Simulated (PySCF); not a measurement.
# C4H6GeI2 (Ge(vinyl)2I2): the cost of one run

The runs use PySCF 2.14.0, with density-fitted response routines of our own; the level of theory stands in each step. All values are computed, except where a source is named. Atoms count from 0, in the outputs and in this text.

## Step 1: The molecule as given

13 atoms, charge 0, multiplicity 1; geometry from: GFN2-xTB. The atoms were then displaced at random by about 0.03 Å, so the start is not that level's minimum.

Bonds of the start (Å): Ge0–C1 1.97, Ge0–C6 1.96, Ge0–I11 2.61, Ge0–I12 2.54, C1–C2 1.34, C1–H3 1.12, C2–H4 1.05, C2–H5 1.09, C6–C7 1.35, C6–H8 1.06, C7–H9 1.08, C7–H10 1.00.

## Step 2: Relaxing the molecule at PBE0-D3(BJ)/def2-SVP

The job: settings as JSON, then the geometry in Å.

```
{"job": {"xc": "PBE0", "basis": "def2-SVP", "d3": "d3bj", "grid": 1, "maxiter": 40, "shake": 0.03, "kind": "geom"}, "charge": 0, "multiplicity": 1}
Ge    -0.408750    -0.419010    -0.450710
C     -0.810520    -0.588160     1.470360
C     -1.575930     0.235390     2.193630
H     -0.234090    -1.447910     1.897370
H     -1.997390     1.103590     1.779070
H     -1.681640     0.087500     3.267530
C      1.458290    -0.290570    -1.018950
C      2.036050     0.730720    -1.689050
H      1.998540    -1.147110    -0.696300
H      1.428680     1.592080    -1.925010
H      3.003310     0.690540    -1.936100
I     -1.626120     1.752320    -1.242980
I     -1.559780    -2.351480    -1.626670
```

Command:

```bash
$ OMP_NUM_THREADS=1 python probes_run.py task.json out
```

This one command runs all jobs of the session in turn.

**Question.** How long does this first job take on 1 thread of Arm Neoverse V2, shared host, and how much memory does it need?

About 2.8 min, with a peak of 0.8 GiB.
